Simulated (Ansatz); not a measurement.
**H₅PSSi₂: up Jacob's ladder to CCSD(T)**

How much do the methods differ for H₅PSSi₂? The plan is to run it at one geometry with functionals of several rungs and with coupled cluster. The yardstick is the atomisation energy at the CCSD(T) limit.

Program: Ansatz 0.2.0, Gaussian basis. Level of theory: functionals in def2-TZVPP, the program's frozen cores in correlated methods. These are calculated values, not measurements.

Plan: LDA (SPW92), PBE-D4, revPBE-D4, BLYP-D4, r2SCAN-D4, B97M-V, PBE0-D4, B3LYP-D4, r2SCANh-D4, r2SCAN0-D4, HSE06-D4, BHLYP-D4, CAM-B3LYP-D4, LC-ωPBE, ωB97X-V, ωB97M-V, B2PLYP, PBE-QIDH; CCSD(T)/def2-SVP; CCSD(T)/def2-TZVPP; MP2/def2-QZVPP; extrapolation to the limit; RPA on PBE.

**1. Structure used throughout**

All runs share one geometry, relaxed beforehand with PBE0-D4 in a triple-zeta def2 set.

SMILES `S[SiH]1[SiH2]P1`, 9 atoms, charge 0, spin multiplicity 1.

Atoms are counted from 1 here; the program's logs count them from 0.

Bond lengths: S1–Si2 2.125 Å, S1–H5 1.346 Å, Si2–Si3 2.259 Å, Si2–P4 2.275 Å, Si2–H6 1.482 Å, Si3–P4 2.285 Å, Si3–H7 1.481 Å, Si3–H8 1.480 Å, P4–H9 1.426 Å. Angles: Si2–S1–H5 95.5°, S1–Si2–Si3 115.5°, S1–Si2–P4 115.1°, S1–Si2–H6 115.4°, Si3–Si2–P4 60.5°, Si3–Si2–H6 122.7°, P4–Si2–H6 116.1°, Si2–Si3–P4 60.1°, Si2–Si3–H7 122.1°, Si2–Si3–H8 119.0°, P4–Si3–H7 116.7°, P4–Si3–H8 114.2°, H7–Si3–H8 113.6°, Si2–P4–Si3 59.4°, Si2–P4–H9 89.3°, Si3–P4–H9 89.7°.

**2. LDA**

This LDA is Slater exchange with PW92 correlation.

in.yaml reads:

```yaml
crystal:
  periodic: [false, false, false]
  atoms:
    - {symbol: S, position_ang: [-2.312098, 1.066896, -0.118950]}
    - {symbol: Si, position_ang: [-0.259430, 0.734759, 0.318921]}
    - {symbol: Si, position_ang: [0.377756, -1.431381, 0.401501]}
    - {symbol: P, position_ang: [0.961769, -0.138791, -1.390171]}
    - {symbol: H, position_ang: [-2.097696, 2.057679, -1.003863]}
    - {symbol: H, position_ang: [0.400122, 1.793761, 1.118053]}
    - {symbol: H, position_ang: [1.479061, -1.894208, 1.276483]}
    - {symbol: H, position_ang: [-0.615391, -2.484847, 0.093013]}
    - {symbol: H, position_ang: [2.154609, 0.249932, -0.711888]}
basis:
  gaussian: {orbitals: def2-TZVPP}
hamiltonian: {xc: lda}
output: {orbitals: {seedname: orbitals}}
```

The run is started by

```console
$ ansatz run in.yaml --threads 2 --pin off --events-out ev --progress --plain --max-ram 4352MiB
```

After this run come: PBE-D4 (GGA); revPBE-D4 (GGA); BLYP-D4 (GGA); r2SCAN-D4 (meta-GGA); B97M-V (meta-GGA); B3LYP-D4 (hybrid); r2SCANh-D4 (hybrid); r2SCAN0-D4 (hybrid); HSE06-D4 (hybrid); BHLYP-D4 (hybrid); CAM-B3LYP-D4 (range-separated); LC-ωPBE (range-separated); ωB97X-V (range-separated); ωB97M-V (range-separated); B2PLYP (double hybrid); PBE-QIDH (double hybrid); CCSD(T) in def2-SVP; CCSD(T) in def2-TZVPP; MP2 in def2-QZVPP; RPA on PBE orbitals.

Q: Predict the results of all the runs planned. Wanted: atomisation energy, CCSD(T)/CBS; farthest beyond LDA; mean size of error, GGA; mean size of error, meta-GGA; mean size of error, hybrid; mean size of error, range-separated; mean size of error, double hybrid; gap, smallest and largest; T1 diagnostic.

As calculated:

```
                               quantity                                      value
        atomisation energy, CCSD(T)/CBS                                  26.748 eV
    functionals within 0.134 eV (0.5 %)    PBE0-D4, B3LYP-D4, r2SCANh-D4, HSE06-D4
                    farthest beyond LDA                         B97M-V (+0.684 eV)
                mean size of error, GGA                                   0.248 eV
           mean size of error, meta-GGA                                   0.442 eV
             mean size of error, hybrid                                   0.149 eV
    mean size of error, range-separated                                   0.351 eV
      mean size of error, double hybrid                                   0.467 eV
              gap, smallest and largest  4.27 eV (LDA (SPW92)), 10.66 eV (LC-ωPBE)
                          T1 diagnostic                                     0.0144
triples share of the correlation energy                                      4.8 %
```

**Reading.** The LDA atomisation energy is off by 3.706 eV (14 %): it overbinds. PBE-D4 misses by +0.233 eV. Double hybrids carry the basis error of their MP2 part in triple zeta, and no dispersion term here, so their miss is partly the set-up's. By mean error the best rung here is hybrid (0.149 eV) and the worst beyond LDA is double hybrid (0.467 eV). Misses under about 0.134 eV are within the doubt on the reference itself, which lacks core-valence correlation, relativity and higher excitations. Hartree-Fock recovers 70 % of the binding; the rest is correlation. CCSD(T) in def2-SVP is off by -2.727 eV, which most functionals beat. The gap grows from 4.3 to 10.7 eV across the functionals, mostly with the share of exact exchange.
